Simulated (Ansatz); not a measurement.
# NiMoIrPdW (P-3m1) in Ansatz: relaxation of cell and atoms with r2SCAN

Aim: the relaxation of cell and atoms of NiMoIrPdW with r2SCAN.

Program: Ansatz 0.2.0. These are calculated values, not measurements. Logs are shortened: lines on timing, memory, paths and dates and some standing lists are left out, and cuts for length are marked.

### 1 The crystal as given

The structure is trigonal, space group P-3m1 (No. 164). Conventional cell: a = 2.771 Å, b = 2.771 Å, c = 22.020 Å, α = 90.00°, β = 90.00°, γ = 120.00°. Around Ni (site symmetry 3m) lie 3 Mo at 2.55 Å and 3 Pd at 2.65 Å and 6 Ni at 2.77 Å. Around Mo (site symmetry 3m) lie 3 Ni at 2.55 Å and 3 Ir at 2.76 Å and 6 Mo at 2.77 Å. Pd (site symmetry 3m) is surrounded by 3 Ni at 2.65 Å and 9 Pd at 2.77 to 2.84 Å. Around Ir (site symmetry 3m) lie 3 Mo at 2.76 Å and 3 W at 2.77 Å and 6 Ir at 2.77 Å. Around W (site symmetry 3m) lie 3 Ir at 2.77 Å and 9 W at 2.77 to 2.93 Å.

The cell was built by a generator and needn't be a form met in nature.

### 2 Relaxation of cell and atoms, r2SCAN, collinear spin, ferromagnetic start

input.yaml

```yaml
crystal:
  lattice:
    - [2.77085, 0.0, 0.0]
    - [-1.38543, 2.39963, 0.0]
    - [0.0, 0.0, 22.01961]
  atoms:
    - { symbol: Ni, position: [0.33333, 0.66667, 0.85081], spin: 1.0 }
    - { symbol: Ni, position: [0.66667, 0.33333, 0.14919], spin: 1.0 }
    - { symbol: Mo, position: [0.66667, 0.33333, 0.76059], spin: 1.0 }
    - { symbol: Mo, position: [0.33333, 0.66667, 0.23941], spin: 1.0 }
    - { symbol: Pd, position: [0.33333, 0.66667, 0.05329] }
    - { symbol: Pd, position: [0.66667, 0.33333, 0.94671] }
    - { symbol: Ir, position: [0.33333, 0.66667, 0.65827], spin: 0.6 }
    - { symbol: Ir, position: [0.66667, 0.33333, 0.34173], spin: 0.6 }
    - { symbol: W, position: [0.33333, 0.66667, 0.44418] }
    - { symbol: W, position: [0.66667, 0.33333, 0.55582] }
hamiltonian:
  xc: r2scan
  pseudopotentials: { kind: paw }
magnetization:
  spin_polarized: true
kpoints:
  mp_grid: { grid: [8, 8, 1] }
scf:
  occupations: { method: fermi_dirac, width: 0.05 }
output:
  forces: true
  stress: true
  eigenvalues: true
relax:
  f_tol: 0.01
  max_steps: 40
  cell: { stress_tol: 0.05 }
```

Potentials or basis: Ansatz PAW.

On the command line:

```console
> ansatz run input.yaml --threads 8 --pin off --max-ram 20480MiB --backend cpu --events-out ev --progress --plain --runs-dir out
```

Standard output:

```text
Warning: the atoms were moved onto the symmetric positions of the space group found under crystal.symmetry.tolerance 1.0e-5 (fractional; no operation is sought that the atoms, as they stand in a round, miss by more than twice it, and no atom is moved by as much as it), and the run uses the moved positions. Before a round's move an operation carried an atom to 2.77e-5 Å from where it should land, the largest such distance. Atom 0 (counting from 0) moved farthest, by 1.60e-5 Å; the longest move in fractions of the cell, of whichever atom, is 0.47 of the tolerance, in 1 round. To run the atoms as typed, lower crystal.symmetry.tolerance until the operations that they miss are no longer found, or set crystal.symmetry.detect: false (a key that needs symmetry detection or time reversal refuses this as the deck is read). The positions used, in the order of the run's atom list: position: [0.3333333333333333, 0.6666666666666666, 0.85081]; position: [0.6666666666666666, 0.3333333333333333, 0.14919]; position: [0.6666666666666666, 0.3333333333333333, 0.76059]; position: [0.3333333333333333, 0.6666666666666666, 0.23941]; position: [0.3333333333333333, 0.6666666666666666, 0.05329]; position: [0.6666666666666666, 0.3333333333333333, 0.94671]; position: [0.3333333333333333, 0.6666666666666666, 0.65827]; position: [0.6666666666666666, 0.3333333333333333, 0.34173]; position: [0.3333333333333333, 0.6666666666666666, 0.44418]; position: [0.6666666666666666, 0.3333333333333333, 0.55582]; The lattice was moved too: crystal.lattice keeps the space group found at crystal.symmetry.tolerance 1.0e-5 only nearly: the operation that it misses by the most changes a squared length by the fraction 4.62e-6. The run uses the lattice that is a stretch of the typed one, with no rotation, onto the one that keeps every operation to a double's rounding (on a very oblique basis the stretch itself rounds by more); the deck's lattice vector that moved farthest moved by 3.53e-6 Å. To run the lattice as typed, set crystal.symmetry.tolerance under 4.49e-7, the least fraction by which an operation that the lattice misses changes a squared length (the same key also sets how far an atom may lie from its image, so lowering it can lose operations that the atoms keep only within it), or set crystal.symmetry.detect: false, as for the atoms. crystal.lattice made exact, in Å and degrees: [[2.7708520264577463, 2.8867513459737068e-6, 0.0], [-1.3854285132288733, 2.399626801664327, 0.0], [0.0, 0.0, 22.01961]]. Pasted over the deck's crystal.lattice, beside positions in fractional coordinates, it runs the same cell (given as lengths and angles, that cell in the form's own orientation, a rigid turn of the misfit's size from the one run here, for which a checkpoint.post_process_only pass over this run's state can be refused: where this run relaxes nothing, give such a pass this deck's own crystal.lattice, as typed; behind a relaxation, as crystal.lattice, the state's own cell, identity.cell in its checkpoint.json), and a matrix so pasted ends this notice, except on a very skew basis of the lattice, where the rounding of the pasted numbers themselves can read as a misfit: the cell is then moved again, and that move is told again. The lattice as run is in this notice's lattice.as_run_ang field (Run.prep()["deck_notices"] in Python, the deck_notice line of an events file, deck_notices of ansatz run --dry-run=json, or deck_notices in record.json in the deck's checkpoint.write directory).
Warning: RAYON_NUM_THREADS=8 ignored (pool sized by the plan → 8); use --threads N
Engine: ansatz 0.2.0, x86_64-unknown-linux-gnu
Pseudopotentials: kind: paw
Pseudopotential: Ni, paw, valence charge 18, recommended cutoff 500 eV (meta_gga), Ni.paw.azcp
Pseudopotential: Mo, paw, valence charge 14, recommended cutoff 500 eV (meta_gga), Mo.paw.azcp
Pseudopotential: Pd, paw, valence charge 18, recommended cutoff 500 eV (meta_gga), Pd.paw.azcp
Pseudopotential: Ir, paw, valence charge 17, recommended cutoff 500 eV (meta_gga), Ir.paw.azcp
Pseudopotential: W, paw, valence charge 14, recommended cutoff 500 eV (meta_gga), W.paw.azcp
[... 256 lines left out ...]
  k-point 9 ↓: bands = ["-85.3479", "-85.3479", "-73.3685", "-73.3685", "-65.1299", "-65.1270", "-54.3513", "-54.3454", "-44.4306", "-44.4306", "-44.2143", "-44.2143", "-44.1990", "-44.1990", "-41.5489", "-41.5489", "-30.1857", "-30.1674", "-30.0999", "-30.0695", "-30.0077", "-29.9890", "-29.8658", "-29.8658", "-29.7157", "-29.7157", "-29.5793", "-29.5793", "-18.5388", "-18.4827", "-18.2020", "-18.1313", "-17.9711", "-17.9199", "-15.4916", "-15.4916", "-15.1284", "-15.1284", "-14.9675", "-14.9675", "15.4724", "15.5053", "15.6692", "15.8723", "16.2831", "16.3001", "16.5911", "16.6597", "16.7144", "17.0377", "17.1191", "17.1565", "17.2598", "17.3671", "17.5179", "17.8174", "17.8312", "17.9032", "17.9617", "18.0573", "18.4873", "18.5995", "18.6893", "18.7665", "18.7806", "18.8610", "19.0313", "19.0597", "19.3066", "19.5548", "19.5928", "19.9793", "20.2539", "20.5594", "20.5922", "20.8221", "20.9975", "21.0652", "21.1053", "21.5371", "21.5636", "21.7604", "22.3051", "22.8396", "22.8889", "23.2521", "23.2523", "23.6895", "24.5117", "25.0167", "25.8117", "26.1988", "26.3864", "26.4220", "27.6411", "27.7815", "28.2026", "28.3318", "28.8853", "28.9830", "29.3854"]
--- Relaxed structure (5 steps of the walk, 4 accepted, 1 SCFs on fresh bases) ---
  F+E_penalty+E_count = -80288.97375233 eV   max|allowed force component| = 9.571e-3 eV/Å   (the final SCF, on the basis selected at the relaxed cell)
  cell:  # Å, volume = 143.3525 Å³
    - [2.7524799654783005, 2.8676108176263902e-6, -2.5558498001539347e-18]
    - [-1.3762424661629666, 2.383716139706514, 2.555851337495909e-18]
    - [-2.031102676442267e-17, 1.1726562662883857e-17, 21.848739981513596]
  atoms:
    - { symbol: Ni, position: [0.3333333333333333, 0.6666666666666667, 0.8519551235243414] }
    - { symbol: Ni, position: [0.6666666666666666, 0.3333333333333333, 0.14804487647565837] }
    - { symbol: Mo, position: [0.6666666666666666, 0.3333333333333333, 0.7614778416566438] }
    - { symbol: Mo, position: [0.3333333333333333, 0.6666666666666667, 0.23852215834335638] }
    - { symbol: Pd, position: [0.3333333333333333, 0.6666666666666667, 0.0531138117624191] }
    - { symbol: Pd, position: [0.6666666666666666, 0.3333333333333333, 0.9468861882375812] }
    - { symbol: Ir, position: [0.3333333333333333, 0.6666666666666667, 0.6586925053380602] }
    - { symbol: Ir, position: [0.6666666666666666, 0.3333333333333333, 0.34130749466193955] }
    - { symbol: W, position: [0.3333333333333333, 0.6666666666666667, 0.4438760517826059] }
    - { symbol: W, position: [0.6666666666666666, 0.3333333333333333, 0.5561239482173941] }
```

Wall time 93 s (8 threads of AMD EPYC 7R13 (Zen 3), shared host); peak memory 1.6 GiB.

What came out:

| Quantity | Value |
| --- | --- |
| Free energy | -80288.9738 eV |
| Relaxed volume | 14.34 Å³/atom |
| Relaxed cell | a = 2.752 Å, b = 2.752 Å, c = 21.849 Å, α = 90.00°, β = 90.00°, γ = 120.00° |
| Space group after relaxing (to 0.05 Å) | P-3m1 (No. 164) |
| Energy gained by relaxing | 5.2 meV/atom |
| Ionic steps | 5 |
| Pressure after relaxing | 0.0 GPa |
| Largest force after relaxing | 0.010 eV/Å |
| Band gap on the k mesh | none (metal or under the smearing width) |
| Net moment | 0.76 μB per cell |
| Absolute moment | 0.97 μB per cell |
| Site moments | Ni +0.26; Mo +0.01; Pd +0.15; Ir +0.00; W -0.01 μB |

Forces in eV/Å, atoms in the order of the input:
```
Ni   0.000  0.000  0.003
Ni   0.000  0.000 -0.003
Mo   0.000  0.000 -0.004
Mo   0.000  0.000  0.004
Pd   0.000  0.000  0.001
Pd   0.000  0.000 -0.001
Ir   0.000  0.000  0.010
Ir   0.000  0.000 -0.010
W    0.000  0.000  0.007
W    0.000  0.000 -0.007
```

The path:
| step | energy change (eV) | largest force (eV/Å) | volume (Å³) |
| --- | --- | --- | --- |
| 1 | 0.0000 | 0.1289 | 146.41 |
| 2 | -0.0531 | 0.0625 | 143.63 |
| 3 | -0.0546 | 0.0260 | 143.33 |
| 4 | -0.0547 | 0.0096 | 143.35 |
| 5 | -0.0520 | 0.0096 | 143.35 |

Final structure:
```cif
data_structure
_symmetry_space_group_name_H-M 'P 1'
_symmetry_Int_Tables_number 1
_cell_length_a 2.7525
_cell_length_b 2.7525
_cell_length_c 21.8487
_cell_angle_alpha 90.000
_cell_angle_beta 90.000
_cell_angle_gamma 120.000
_cell_volume 143.35
loop_
_atom_site_label
_atom_site_type_symbol
_atom_site_fract_x
_atom_site_fract_y
_atom_site_fract_z
_atom_site_occupancy
Ni1 Ni 0.33333 0.66667 0.85196 1
Ni2 Ni 0.66667 0.33333 0.14804 1
Mo1 Mo 0.66667 0.33333 0.76148 1
Mo2 Mo 0.33333 0.66667 0.23852 1
Pd1 Pd 0.33333 0.66667 0.05311 1
Pd2 Pd 0.66667 0.33333 0.94689 1
Ir1 Ir 0.33333 0.66667 0.65869 1
Ir2 Ir 0.66667 0.33333 0.34131 1
W1 W 0.33333 0.66667 0.44388 1
W2 W 0.66667 0.33333 0.55612 1
```

Caveat: the magnetic or orbital state may not be the lowest; the plane-wave basis is chosen anew once the cell has moved, so the energies of steps on either side of that aren't comparable; the PAW data sets come from PBE, with cores solved anew for the run's functional, which leaves a small shift of forces and pressure. Spin-orbit coupling is left out, which matters for the levels of Ir, W.
